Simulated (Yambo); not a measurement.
# Ge (Fd-3m) in Yambo: a series of runs, part 2 of 2

Yambo 5.3.0.

## Step 5: Optical spectrum, PBE

Contents of optics3.in:

```
optics
chi
Chimod= "IP"
% BndsRnXd
 1 | 29 |
%
% LongDrXd
 1 | 1 | 1 |
%
% QpntsRXd
 1 | 1 |
%
% EnRngeXd
 0 | 10 | eV
%
% DmRngeXd
 0.1 | 0.1 | eV
%
ETStpsXd= 200
```

Contents of scf.in:

```
&CONTROL
  calculation = 'scf'
  prefix = 'pwscf'
  outdir = './tmp'
  pseudo_dir = './pseudo'
/
&SYSTEM
  ibrav = 0
  nat = 2
  ntyp = 1
  ecutwfc = 78
  nbnd = 21
  occupations = 'smearing'
  smearing = 'fd'
  degauss = 0.00367493
  force_symmorphic = .true.
/
&ELECTRONS
  conv_thr = 4d-10
  electron_maxstep = 120
  mixing_beta = 0.5
/
ATOMIC_SPECIES
Ge    72.6300 Ge.upf
CELL_PARAMETERS angstrom
   0.0000000000    2.8289100000    2.8289100000
   2.8289100000    0.0000000000    2.8289100000
   2.8289100000    2.8289100000    0.0000000000
ATOMIC_POSITIONS crystal
Ge     0.7500000000    0.7500000000    0.7500000000
Ge     0.5000000000    0.5000000000    0.5000000000
K_POINTS automatic
16 16 16 0 0 0
```

Contents of nscf.in:

```
&CONTROL
  calculation = 'nscf'
  prefix = 'pwscf'
  outdir = './tmp'
  pseudo_dir = './pseudo'
/
&SYSTEM
  ibrav = 0
  nat = 2
  ntyp = 1
  ecutwfc = 78
  nbnd = 39
  occupations = 'smearing'
  smearing = 'fd'
  degauss = 0.00367493
  force_symmorphic = .true.
/
&ELECTRONS
  conv_thr = 1d-08
  diago_full_acc = .true.
  diago_thr_init = 1d-06
/
ATOMIC_SPECIES
Ge    72.6300 Ge.upf
CELL_PARAMETERS angstrom
   0.0000000000    2.8289100000    2.8289100000
   2.8289100000    0.0000000000    2.8289100000
   2.8289100000    2.8289100000    0.0000000000
ATOMIC_POSITIONS crystal
Ge     0.7500000000    0.7500000000    0.7500000000
Ge     0.5000000000    0.5000000000    0.5000000000
K_POINTS automatic
16 16 16 0 0 0
```

Potentials or basis: PseudoDojo 0.4.1 SR PBE standard.

Command:

```
$ OMP_NUM_THREADS=1 pw.x -in scf.in > scf.out
$ OMP_NUM_THREADS=1 pw.x -in nscf.in > nscf.out
$ cd tmp/pwscf.save; p2y; mv SAVE ../..; cd ../..
$ OMP_NUM_THREADS=1 yambo
$ OMP_NUM_THREADS=1 yambo -F optics3.in -J optics3 -C optics3_out
```

Yambo's report:

```text
[... sections 02.01 to 02.04 as in the set-up run ...]

  [02.05] Energies & Occupations
  ==============================

  [X] === General ===
  [X] Electronic Temperature                        :  0.258606E-1   300.100    [eV K]
  [X] Bosonic    Temperature                        :  0.258606E-1   300.100    [eV K]
  [X] Finite Temperature mode                       : yes
  [X] El. density                                   :  0.61840E+24 [cm-3]
  [X] Fermi Level                                   :  9.595107 [eV]

  [X] === Gaps and Widths ===
  [X] Conduction Band Min                           :  9.595107 [eV]
  [X] Valence Band Max                              :  9.595107 [eV]
  [X] Filled Bands                                  :  11
  [X] Metallic Bands                                :  12  15
  [X] Empty Bands                                   :   16   39

  [X] === Metallic Characters ===
  [X] N of el / N of met el                         :  28.00000   6.00152
  [X] Average metallic occ.                         :  0.375095

  [WARNING] [X] Metallic system

 [03] Transferred momenta grid and indexing
 ==========================================

 IBZ Q-points                                      :  145
 BZ  Q-points                                      :   4096

 K/Q-points units:
 rlu = crystal or reduced units; cc = cartesian coordinates; iku = interal k-units

 Q [  1]        [rlu]:  0.000000  0.000000  0.000000
 Q [  2]        [rlu]: -0.32365E-18 -0.32365E-18  0.62500E-01
 Q [  3]        [rlu]: -0.64730E-18 -0.64730E-18  0.12500
 Q [  4]        [rlu]:  0.18083E-16  0.18083E-16  0.18750
 Q [  5]        [rlu]: -0.12946E-17 -0.12946E-17  0.25000
 Q [  6]        [rlu]:  0.41050E-16  0.13295E-16  0.31250
[... 42 lines left out ...]
 Q [ 49]        [rlu]:  0.86959E-17  0.25000      0.25000
 Q [ 50]        [rlu]:  0.66152E-17  0.25000      0.31250

 Remaining 95 points informations can be written running with -fatlog

 [WARNING] [Xd] User bands 1-29 break level degeneracy

 [04] Dipoles
 ============

  [04.01] Setup: observables and procedures
  =========================================

  [WF-Oscillators/G space/Transverse up loader] Normalization (few states)  min/max  :  0.13650E-17   1.0000

  [WR./optics3//ndb.dipoles]------------------------------------------------------
   Brillouin Zone Q/K grids (IBZ/BZ)                :    145   4096    145   4096
   RL vectors                                       :   4573 [WF]
   Fragmentation                                    : yes
   Electronic Temperature                           :  300.1000 [K]
   Bosonic    Temperature                           :  300.1000 [K]
   DIP band range                                   :   1  29
   DIP band range limits                            :  15  12
   DIP e/h energy range                             : -1.000000 -1.000000 [eV]
   RL vectors in the sum                            :   4573
   [r,Vnl] included                                 : yes
   Bands ordered                                    : yes
   Direct v evaluation                              : no
   Approach used                                    : G-space v
   Dipoles computed                                 : R V P [G-space]
   Wavefunctions                                    : Perdew, Burke & Ernzerhof(X)+Perdew, Burke & Ernzerhof(C)

  [WARNING] [r,Vnl^pseudo] included in position and velocity dipoles.

  [WARNING] In case H contains other non local terms, these are neglected

 [05] Optics
 ===========

 [X-CG] R(p) Tot o/o(of R):    23437   866456      100

 [WARNING] The system is a metal but Drude term not included.
```

Run time: 6.3 min. Hardware: 1 thread of Arm Neoverse V1, shared host; peak memory 0.37 GiB.

Results:

| Property | Result |
| --- | --- |
| Band gap on the k mesh, mean-field level | none (metal or under the smearing width) |

Dielectric function (along the field direction of the input):
| energy (eV) | real part | imaginary part |
| --- | --- | --- |
| 0.25 | -0.33 | 21.03 |
| 0.55 | 16.23 | 3.27 |
| 0.90 | 22.78 | 7.60 |
| 1.26 | 27.72 | 7.63 |
| 1.56 | 22.84 | 24.26 |
| 1.91 | 14.37 | 14.39 |
| 2.26 | 15.43 | 14.84 |
| 2.56 | 15.05 | 15.55 |
| 2.91 | 7.81 | 19.04 |
| 3.27 | 14.03 | 19.01 |
| 3.57 | 11.67 | 25.16 |
| 3.92 | -6.88 | 21.94 |
| 4.27 | -11.77 | 23.41 |
| 4.57 | -8.04 | 10.81 |
| 4.92 | -4.82 | 10.04 |
| 5.28 | -7.06 | 10.84 |
| 5.63 | -9.05 | 8.06 |
| 5.93 | -7.45 | 4.90 |
| 6.28 | -5.16 | 3.91 |
| 6.63 | -4.57 | 3.73 |
| 6.93 | -4.68 | 3.99 |
| 7.29 | -4.37 | 2.16 |
| 7.64 | -3.05 | 1.60 |
| 7.94 | -2.55 | 2.18 |
| 8.29 | -2.70 | 2.30 |
| 8.64 | -2.71 | 1.65 |
| 8.94 | -2.54 | 1.36 |
| 9.30 | -2.06 | 1.36 |
| 9.65 | -1.70 | 1.32 |
| 10.00 | -1.95 | 1.01 |

Caveat: the intraband (Drude) term of the metal is left out; the ground state has no gap, which makes the many-body step unreliable; independent-particle spectra lack excitons; this crystal is a semiconductor, whose small gap the functional closes, so the metal is an error of the method.

## Step 6: Overview

```tsv
direction of the field or of q to 0	broadening	kernel	top of the energy range	cutoff of the response matrix	gap on the mesh (eV)
x	0.1 eV	none (independent particles)	15 eV	-	none
x	0.1 eV	Hartree (RPA with local fields)	20 eV	2 Ry	none
x	0.2 eV	adiabatic LDA	15 eV	3 Ry	none
x + y + z	0.1 eV	none (independent particles)	10 eV	-	none
```

Alike in all rows: task optical spectrum; level PBE; potentials or basis PseudoDojo 0.4.1 SR PBE standard; no spin polarisation; cell as given; k mesh 16 × 16 × 16; cutoff (eV) 1061; smearing fermi-dirac 0.05 eV.

Every run on the cell as given and a fine mesh finds a metal.

Caveats: the intraband (Drude) term of the metal is left out; the ground state has no gap, which makes the many-body step unreliable; this crystal is a semiconductor, whose small gap the functional closes, so the metal is an error of the method; independent-particle spectra lack excitons (some runs); these spectra lack excitons (some runs); the LDA kernel is used on GGA states, which is inconsistent by a few percent (some runs).

Total energies depend on the potentials used, so only differences within one code and one set of settings carry meaning.

## Step 7: Against experiment

Step 2. A measured gap of Ge is 0.744 eV (indirect; 0 K; “Temperature-dependent photoluminescence in Ge: experiment and theory”, 2020, arxiv:2003.00143); the calculated 0.00 eV misses it by -0.74 eV. 3 values of this kind are on record (0.666 to 0.807 eV); this one was drawn at random among those near their median. Spin-orbit coupling on Ge is left out. The value is that of PBE on a finite k mesh, which can miss the band edges, without temperature or zero-point motion. Semilocal functionals fall short of measured gaps as a rule.

Step 3. Measured gap of Ge: 0.666 eV (indirect; 293 K; “Electronic and optical properties of SixGe1-x-ySny alloys lattice-matched to Ge”, 2021, arxiv:2109.02782). This calculation gives 0.00 eV (-0.67 eV). 3 values of this kind are on record (0.666 to 0.807 eV); this one was drawn at random among those near their median. Spin-orbit coupling on Ge is left out. The value is that of PBE on a finite k mesh, which can miss the band edges, without temperature or zero-point motion. Semilocal functionals fall short of measured gaps as a rule.

Step 4. Against the measured gap of Ge, 0.666 eV (indirect; 293 K; “Electronic and optical properties of SixGe1-x-ySny alloys lattice-matched to Ge”, 2021, arxiv:2109.02782), the calculated 0.00 eV is off by -0.67 eV. 3 values of this kind are on record (0.666 to 0.807 eV); this one was drawn at random among those near their median. Spin-orbit coupling on Ge is left out. The value is that of PBE on a finite k mesh, which can miss the band edges, without temperature or zero-point motion. Semilocal functionals fall short of measured gaps as a rule.

Step 5. Measured gap of Ge: 0.807 eV (direct; 300 K; “Electronic and optical properties of SixGe1-x-ySny alloys lattice-matched to Ge”, 2021, arxiv:2109.02782). This calculation gives 0.00 eV (-0.81 eV). 3 values of this kind are on record (0.666 to 0.807 eV); this one was drawn at random among those near their median. Spin-orbit coupling on Ge is left out. The value is that of PBE on a finite k mesh, which can miss the band edges, without temperature or zero-point motion. Semilocal functionals fall short of measured gaps as a rule.
